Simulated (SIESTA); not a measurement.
# Ge3Pd: equation of state with LDA

Crystal: Ge3Pd.

```
Pd Ge
1.0
     4.14202    0.00000    0.00000
     0.00000    4.14202    0.00000
     0.00000    0.00000    4.14202
Pd Ge
1 3
Direct
  0.00000 0.00000 0.00000
  0.50000 0.50000 0.00000
  0.50000 0.00000 0.50000
  0.00000 0.50000 0.50000
```

The cell comes from a database or a generator and needn't be the stable form of this composition.

```yaml
Program: SIESTA 5.4.2
Task: equation of state
Functional: LDA
Potentials_or_basis: PseudoDojo 0.4 standard (LDA files)
Basis: DZP (energy shift 0.003 Ry; two zetas on semicore shells)
Grid_cutoff: 800 Ry
Energy_shift: 0.003 Ry
k_mesh: 7 × 7 × 7
Occupations: fermi-dirac, width 0.05 eV
Spin: no spin polarisation
```

```
Equilibrium volume : 16.65 Å³/atom (rough: see the caveat)
Bulk modulus       : 104 GPa (rough)
```

Energy against volume, from the lowest point:
```csv
volume (Å³/atom),energy (meV/atom)
16.700,0.00
17.055,3.07
17.410,10.38
17.766,21.51
18.121,35.91
18.476,53.34
18.831,73.29
```

All runs of the series together: 27 min on 1 thread of Intel(R) Xeon(R) Platinum 8259CL CPU @ 2.50GHz (Skylake/Cascade Lake), on a shared host.

Caveat: the minimum lies outside the volumes run; the basis of atomic orbitals isn't converged, which shifts pressures, moduli and gaps.
